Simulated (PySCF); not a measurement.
# C5H5BF2OS: the cost of one run

Computed with PySCF 2.14.0 and routines of our own; the level stands in each step. Atoms count from 0.

## 1. The starting structure

15 atoms, charge 0, multiplicity 1; geometry from: GFN2-xTB.

## 2. Geometry optimisation at PBE0-D3(BJ)/def2-SVP

Job settings and geometry (Å):

```
{"job": {"xc": "PBE0", "basis": "def2-SVP", "d3": "d3bj", "grid": 2, "kind": "geom"}, "charge": 0, "multiplicity": 1}
C     -2.416807     1.433276    -0.137719
S     -2.380068    -0.333771    -0.557644
C     -0.719549    -0.683221    -0.191043
C     -0.036889    -1.878058    -0.260714
C      1.271622    -1.581039     0.137121
C      1.324286    -0.228913     0.429558
B      2.477740     0.652539     0.900202
F      2.357560     1.945331     1.148469
F      3.693427     0.164619     1.089747
O      0.077255     0.304133     0.217996
H     -2.169725     1.557308     0.911992
H     -1.707717     1.967434    -0.762169
H     -3.428185     1.773024    -0.334251
H     -0.441696    -2.822085    -0.558706
H      2.094332    -2.262586     0.211386
```

Started as:

```sh
$ OMP_NUM_THREADS=1 python excited_run.py task.json out
```

The driver reads the jobs from task.json and runs them one after another.

**Question.** How long does this first job take on 1 thread of Arm Neoverse V1, shared host, and how much memory does it need?

About 73 s, with a peak of 0.79 GiB.
